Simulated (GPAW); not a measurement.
Crystal: VGe3.

```
Ge V
1.0
     4.76800    0.00000    0.00000
     0.00000    4.76800    0.00000
     0.00000    0.00000    4.76800
Ge V
6 2
Direct
  0.00000 0.50000 0.25000
  0.00000 0.50000 0.75000
  0.50000 0.25000 0.00000
  0.75000 0.00000 0.50000
  0.50000 0.75000 0.00000
  0.25000 0.00000 0.50000
  0.50000 0.50000 0.50000
  0.00000 0.00000 0.00000
```

Program: GPAW 26.7.0. Alike in all runs: spin collinear, ferromagnetic start; cell as given; k mesh 5 × 5 × 5; smearing fermi-dirac 0.05 eV.

Problem. Order these runs on this cell by their pressure, lowest first.
A. level PBEsol+U; potentials or basis PAW data sets generated in the run's folder for this functional, pw; U V d U = 1 eV; cutoff (eV) 600; maxiter 150; band path GXMGRX,MR; band points 100
B. level PBEsol+U; potentials or basis PAW data sets generated in the run's folder for this functional, pw; U V d U = 8 eV; cutoff (eV) 600; maxiter 150; band path GXMGRX,MR; band points 100
C. level LDA; potentials or basis the program's PAW data sets (release 1.2.1) made for this functional, pw; cutoff (eV) 450; maxiter 120; convergence default
D. level PBE; potentials or basis GPAW PAW data sets (gpaw-data 1.2.1), pw; cutoff (eV) 450; maxiter 120; convergence default
E. level PBEsol+U; potentials or basis PAW data sets generated in the run's folder for this functional, pw; U V d U = 2 eV; cutoff (eV) 600; maxiter 150; band path GXMGRX,MR; band points 100

Solution. C (17.7 GPa), A (24.0 GPa), E (25.6 GPa), D (28.7 GPa), B (46.2 GPa).

Caveats: the U is typed as a test and isn't derived for this compound (some runs); the cutoff is short for stress and forces, so pressures can be off by a GPa or more (some runs); a pressure of tens of GPa on the cell as given is suspect, and the run, the potentials or the cell itself is likely at fault (some runs); so large a pressure means that the cell lies far from this level's equilibrium, or that cutoff or potentials fall short (some runs).

Not every run made on this cell is shown here.
